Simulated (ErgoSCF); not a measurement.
# InH2O (SMILES [OH][InH]): a first try and a second

Aim: the energy of InH2O at UBLYP/3-21G.

The results are computed with ErgoSCF 3.8.

5 further runs of the same task are left out: 2 that didn't finish, 3 set aside as unsound or not needed.

## Step 1: The structure to begin with

InH2O has 4 atoms, charge 0, and is taken as a doublet. SMILES: `[OH][InH]`. Geometry: relaxed at PBE0-D4/def2-TZVP.

Bond lengths: O1–In2 2.003 Å, O1–H3 0.960 Å, In2–H4 1.767 Å. Angles: O1–In2–H4 113.8°, In2–O1–H3 115.0°.

## Step 2: Try one

molecule.xyz reads:

```xyz
4
H2InO
O     -0.298400    -1.020600     0.295000
In     0.563900     0.746600    -0.088500
H      0.236800    -1.629400     0.809100
H     -0.446700     1.843000    -1.036000
```

The basis set 3-21G is read from a file made from the Basis Set Exchange's data (not shown).

Started as:

```console
$ ergo -m molecule.xyz -e 'set_nthreads(1)' -e 'basis = "3-21G"' -e 'spin_polarization = 1' -e 'tmpdir = "."' -e 'scf.use_diagonalization = 1' -e 'XC.radint = 1e-07' -e 'scf.electronic_temperature = 0.01' -e 'XC.type = "Turbo"' -e 'scf.output_mulliken_pop = 1' -e 'scf.max_number_of_iterations = 80' -e 'run "BLYP"'
```

Output:

```text
INMA ERGO version 3.8
[... 46 lines left out ...]
INDE In get_dens_from_cmo_FermiDiracDistr, final trace =    30.000000, chemical potential =     0.050144
[... 29 lines left out ...]
INDE In get_dens_from_cmo_FermiDiracDistr, final trace =    29.000000, chemical potential =    -0.740497
[... 32 lines left out ...]
INSC nuclearEnergy, energy_2el, energy = 134.226960, 2352.871894, -5792.470015
[... 35 lines left out ...]
INDE In get_dens_from_cmo_FermiDiracDistr, final trace =    30.000000, chemical potential =    -0.100840
[... 31 lines left out ...]
INDE In get_dens_from_cmo_FermiDiracDistr, final trace =    29.000000, chemical potential =    -0.172185
[... 34 lines left out ...]
INSC nuclearEnergy, energy_2el, energy = 134.226960, 2340.278067, -5793.183468
[... 37 lines left out ...]
INDE In get_dens_from_cmo_FermiDiracDistr, final trace =    30.000000, chemical potential =    -0.110658
[... 31 lines left out ...]
INDE In get_dens_from_cmo_FermiDiracDistr, final trace =    29.000000, chemical potential =    -0.172186
[... 26 lines left out ...]
INSC SCF: dipole_moment_z [atomic units] =       0.32234087
[... 10 lines left out ...]
INSC Sum of Mulliken atomic spin densities:       1.0000000
```

Run time: 23 s. Hardware: 1 thread of AMD EPYC 7B13 (Zen 3), shared host; peak memory 0.26 GiB.

## Step 3: What went wrong

No converged result was reached.

The sound input differs in these keys, not all of which need be the cause: electronic temperature default in place of 0.01; radint default in place of 1e-07. These settings are changed for another try; the log doesn't prove which change is needed.

## Step 4: Try two

mol.xyz reads:

```xyz
4

O     -0.298400    -1.020600     0.295000
In     0.563900     0.746600    -0.088500
H      0.236800    -1.629400     0.809100
H     -0.446700     1.843000    -1.036000
```

The basis set 3-21G is read from a file made from the Basis Set Exchange's data (not shown).

Started as:

```console
$ ergo -m mol.xyz -e 'set_nthreads("env")' -e 'spin_polarization = 1' -e 'tmpdir = "."' -e 'scf.output_mulliken_pop = 1' -e 'scf.max_number_of_iterations = 80' -e 'basis = "3-21G"' -e 'scf.use_diagonalization = 1' -e 'XC.type = "Turbo"' -e 'run "BLYP"'
```

Output:

```text
[...]
INDF Weighted mixed functional:
[...]
INSC Energy   1 =      -4740.85143716986
[...]
INDE E_LUMO =         -0.12539592317
[...]
INSC Energy  37 =      -5793.18581495366  ( diff     -0.000000000187356 )
[...]
RESC CONVERGED after  37 iterations.
RESC FINAL ENERGY:      -5793.18581495366
RESC FINAL <S2> =          0.75203880578
[...]
INSC SCF: dipole_moment_x [atomic units] =       0.50482492
INSC SCF: dipole_moment_y [atomic units] =      -0.19972568
INSC SCF: dipole_moment_z [atomic units] =       0.31977555
[...]
```

Wall time 12 s (1 thread of AMD EPYC 7B13 (Zen 3), shared host); peak memory 0.26 GiB.

## Step 5: Summary of results

Level: UBLYP/3-21G.

| quantity | value |
| --- | --- |
| total energy | -5793.18581 Eh |
| dipole moment | 1.60 D |
| ⟨S²⟩ | 0.752 |

What this shows: Mulliken charges run from -0.57 on O1 to +0.34 on H3. Relativity is left out although the molecule holds a heavy atom.
